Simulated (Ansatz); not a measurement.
# ZrC: pressure against volume

How stiff is ZrC, and at what volume does the pressure vanish? The cell is scaled evenly, atoms carried along, and solved with LAPW, PAW and all-electron datasets made for the crystal.

Computed with Ansatz 0.2.0 (DFT PBEsol, scalar-relativistic, unless a step's input says otherwise).

## (1) Starting point

Symmetry: Fm-3m, No. 225, cubic system. The conventional cell has a = 4.700 Å, b = 4.700 Å, c = 4.700 Å, α = 90.00°, β = 90.00°, γ = 90.00°. Around Zr (site symmetry m-3m) lie 6 C at 2.35 Å. Around C (site symmetry m-3m) lie 6 Zr at 2.35 Å.

As a file:

```xyz
2
Lattice="0.0000 2.3502 2.3502 2.3502 0.0000 2.3502 2.3502 2.3502 0.0000" Properties=species:S:1:pos:R:3 pbc="T T T"
Zr    2.3502    2.3502    2.3502
C     0.0000    0.0000    0.0000
```

Atoms are numbered in the order of the input: Zr1, C2.

## (2) Volume × 0.96, LAPW

input.yaml reads:

```yaml
crystal:
  lattice:
    - [0.0, 2.3184465117, 2.3184465117]
    - [2.3184465117, 0.0, 2.3184465117]
    - [2.3184465117, 2.3184465117, 0.0]
  atoms:
    - { symbol: Zr, position: [0.5, 0.5, 0.5] }
    - { symbol: C, position: [0.0, 0.0, 0.0] }
kpoints:
  mp_grid: { grid: [15, 15, 15] }
  band_path:
    path:
      - [0.0, 0.0, 0.0]
      - [0.5, 0.0, 0.5]
      - [0.625, 0.25, 0.625]
      - [0.375, 0.375, 0.75]
      - [0.0, 0.0, 0.0]
      - [0.5, 0.5, 0.5]
      - [0.5, 0.25, 0.75]
      - [0.5, 0.0, 0.5]
    npoints: 5
scf:
  occupations: { method: fermi_dirac, width: 0.05 }
hamiltonian:
  xc: pbesol
  pseudopotentials: { kind: all_electron, lapw: { basis_error: 0.0005 } }
output:
  forces: true
  stress: true
  eigenvalues: true
```

Run with:

```bash
> ansatz run input.yaml --threads 1 --pin off --max-ram 3072MiB --backend cpu --events-out ev --progress --plain --runs-dir out
```

## (3) Volume × 0.96, PAW

input.yaml reads:

```yaml
crystal:
  lattice:
    - [0.0, 2.3184465117, 2.3184465117]
    - [2.3184465117, 0.0, 2.3184465117]
    - [2.3184465117, 2.3184465117, 0.0]
  atoms:
    - { symbol: Zr, position: [0.5, 0.5, 0.5] }
    - { symbol: C, position: [0.0, 0.0, 0.0] }
kpoints:
  mp_grid: { grid: [15, 15, 15] }
scf:
  occupations: { method: fermi_dirac, width: 0.05 }
hamiltonian:
  xc: pbesol
  pseudopotentials: { kind: paw }
output:
  forces: true
  stress: true
  eigenvalues: true
  efg: { contact_densities: true }
  write_density: true
  write_potential: true
  elf: true
  volumetric_format: npy
```

## (4) Volume × 0.96, crystal datasets

input.yaml: that of step 3 with these lines changed.

```diff
@@ -14,3 +14,3 @@
   xc: pbesol
-  pseudopotentials: { kind: paw }
+  pseudopotentials: { kind: all_electron, datasets: crystal }
 output:
@@ -20,5 +20 @@
   efg: { contact_densities: true }
-  write_density: true
-  write_potential: true
-  elf: true
-  volumetric_format: npy
```

## (5) Volume × 0.99, LAPW

input.yaml reads:

```yaml
crystal:
  lattice:
    - [0.0, 2.3423497072, 2.3423497072]
    - [2.3423497072, 0.0, 2.3423497072]
    - [2.3423497072, 2.3423497072, 0.0]
  atoms:
    - { symbol: Zr, position: [0.5, 0.5, 0.5] }
    - { symbol: C, position: [0.0, 0.0, 0.0] }
kpoints:
  mp_grid: { grid: [15, 15, 15] }
  band_path:
    path:
      - [0.0, 0.0, 0.0]
      - [0.5, 0.0, 0.5]
      - [0.625, 0.25, 0.625]
      - [0.375, 0.375, 0.75]
      - [0.0, 0.0, 0.0]
      - [0.5, 0.5, 0.5]
      - [0.5, 0.25, 0.75]
      - [0.5, 0.0, 0.5]
    npoints: 5
scf:
  occupations: { method: fermi_dirac, width: 0.05 }
hamiltonian:
  xc: pbesol
  pseudopotentials: { kind: all_electron, lapw: { basis_error: 0.0005 } }
output:
  forces: true
  stress: true
  eigenvalues: true
```

## (6) Volume × 0.99, PAW

input.yaml reads:

```yaml
crystal:
  lattice:
    - [0.0, 2.3423497072, 2.3423497072]
    - [2.3423497072, 0.0, 2.3423497072]
    - [2.3423497072, 2.3423497072, 0.0]
  atoms:
    - { symbol: Zr, position: [0.5, 0.5, 0.5] }
    - { symbol: C, position: [0.0, 0.0, 0.0] }
kpoints:
  mp_grid: { grid: [15, 15, 15] }
scf:
  occupations: { method: fermi_dirac, width: 0.05 }
hamiltonian:
  xc: pbesol
  pseudopotentials: { kind: paw }
output:
  forces: true
  stress: true
  eigenvalues: true
  efg: { contact_densities: true }
```

## (7) Volume × 0.99, crystal datasets

input.yaml: that of step 6 with these lines changed.

```diff
@@ -14,3 +14,3 @@
   xc: pbesol
-  pseudopotentials: { kind: paw }
+  pseudopotentials: { kind: all_electron, datasets: crystal }
 output:
```

## (8) Volume × 1.02, LAPW

input.yaml reads:

```yaml
crystal:
  lattice:
    - [0.0, 2.3657747582, 2.3657747582]
    - [2.3657747582, 0.0, 2.3657747582]
    - [2.3657747582, 2.3657747582, 0.0]
  atoms:
    - { symbol: Zr, position: [0.5, 0.5, 0.5] }
    - { symbol: C, position: [0.0, 0.0, 0.0] }
kpoints:
  mp_grid: { grid: [15, 15, 15] }
  band_path:
    path:
      - [0.0, 0.0, 0.0]
      - [0.5, 0.0, 0.5]
      - [0.625, 0.25, 0.625]
      - [0.375, 0.375, 0.75]
      - [0.0, 0.0, 0.0]
      - [0.5, 0.5, 0.5]
      - [0.5, 0.25, 0.75]
      - [0.5, 0.0, 0.5]
    npoints: 5
scf:
  occupations: { method: fermi_dirac, width: 0.05 }
hamiltonian:
  xc: pbesol
  pseudopotentials: { kind: all_electron, lapw: { basis_error: 0.0005 } }
output:
  forces: true
  stress: true
  eigenvalues: true
```

## (9) Volume × 1.02, PAW

input.yaml reads:

```yaml
crystal:
  lattice:
    - [0.0, 2.3657747582, 2.3657747582]
    - [2.3657747582, 0.0, 2.3657747582]
    - [2.3657747582, 2.3657747582, 0.0]
  atoms:
    - { symbol: Zr, position: [0.5, 0.5, 0.5] }
    - { symbol: C, position: [0.0, 0.0, 0.0] }
kpoints:
  mp_grid: { grid: [15, 15, 15] }
scf:
  occupations: { method: fermi_dirac, width: 0.05 }
hamiltonian:
  xc: pbesol
  pseudopotentials: { kind: paw }
output:
  forces: true
  stress: true
  eigenvalues: true
  efg: { contact_densities: true }
  write_density: true
  write_potential: true
  elf: true
  volumetric_format: npy
```

## (10) Volume × 1.02, crystal datasets

input.yaml: that of step 9 with these lines changed.

```diff
@@ -14,3 +14,3 @@
   xc: pbesol
-  pseudopotentials: { kind: paw }
+  pseudopotentials: { kind: all_electron, datasets: crystal }
 output:
@@ -20,5 +20 @@
   efg: { contact_densities: true }
-  write_density: true
-  write_potential: true
-  elf: true
-  volumetric_format: npy
```

## (11) Volume × 1.06, LAPW

input.yaml reads:

```yaml
crystal:
  lattice:
    - [0.0, 2.3963042514, 2.3963042514]
    - [2.3963042514, 0.0, 2.3963042514]
    - [2.3963042514, 2.3963042514, 0.0]
  atoms:
    - { symbol: Zr, position: [0.5, 0.5, 0.5] }
    - { symbol: C, position: [0.0, 0.0, 0.0] }
kpoints:
  mp_grid: { grid: [15, 15, 15] }
  band_path:
    path:
      - [0.0, 0.0, 0.0]
      - [0.5, 0.0, 0.5]
      - [0.625, 0.25, 0.625]
      - [0.375, 0.375, 0.75]
      - [0.0, 0.0, 0.0]
      - [0.5, 0.5, 0.5]
      - [0.5, 0.25, 0.75]
      - [0.5, 0.0, 0.5]
    npoints: 5
scf:
  occupations: { method: fermi_dirac, width: 0.05 }
hamiltonian:
  xc: pbesol
  pseudopotentials: { kind: all_electron, lapw: { basis_error: 0.0005 } }
output:
  forces: true
  stress: true
  eigenvalues: true
```

## (12) Volume × 1.06, PAW

input.yaml reads:

```yaml
crystal:
  lattice:
    - [0.0, 2.3963042514, 2.3963042514]
    - [2.3963042514, 0.0, 2.3963042514]
    - [2.3963042514, 2.3963042514, 0.0]
  atoms:
    - { symbol: Zr, position: [0.5, 0.5, 0.5] }
    - { symbol: C, position: [0.0, 0.0, 0.0] }
kpoints:
  mp_grid: { grid: [15, 15, 15] }
scf:
  occupations: { method: fermi_dirac, width: 0.05 }
hamiltonian:
  xc: pbesol
  pseudopotentials: { kind: paw }
output:
  forces: true
  stress: true
  eigenvalues: true
  efg: { contact_densities: true }
```

## (13) Volume × 1.06, crystal datasets

input.yaml: that of step 12 with these lines changed.

```diff
@@ -14,3 +14,3 @@
   xc: pbesol
-  pseudopotentials: { kind: paw }
+  pseudopotentials: { kind: all_electron, datasets: crystal }
 output:
```

(Steps that only read results are left out.)

What does the calculation give? Wanted: equilibrium volume; bulk modulus (for each run or level that gives them).

The runs gave:

```
                                  quantity           value
                 equilibrium volume (LAPW)  12.725 Å³/atom
                       bulk modulus (LAPW)         236 GPa
            its pressure derivative (LAPW)             4.1
                  equilibrium volume (PAW)  12.722 Å³/atom
                        bulk modulus (PAW)         236 GPa
             its pressure derivative (PAW)             4.1
     equilibrium volume (crystal datasets)  12.725 Å³/atom
           bulk modulus (crystal datasets)         236 GPa
its pressure derivative (crystal datasets)             4.1
```

**Reading.** By LAPW, the pressure vanishes at 12.72 Å³/atom (-2.0 % from the starting cell) and the bulk modulus there is 236 GPa (Birch-Murnaghan, third order). PAW's volume lies -0.02 % and its modulus +0.1 % from LAPW's. No thermal or zero-point expansion is included.
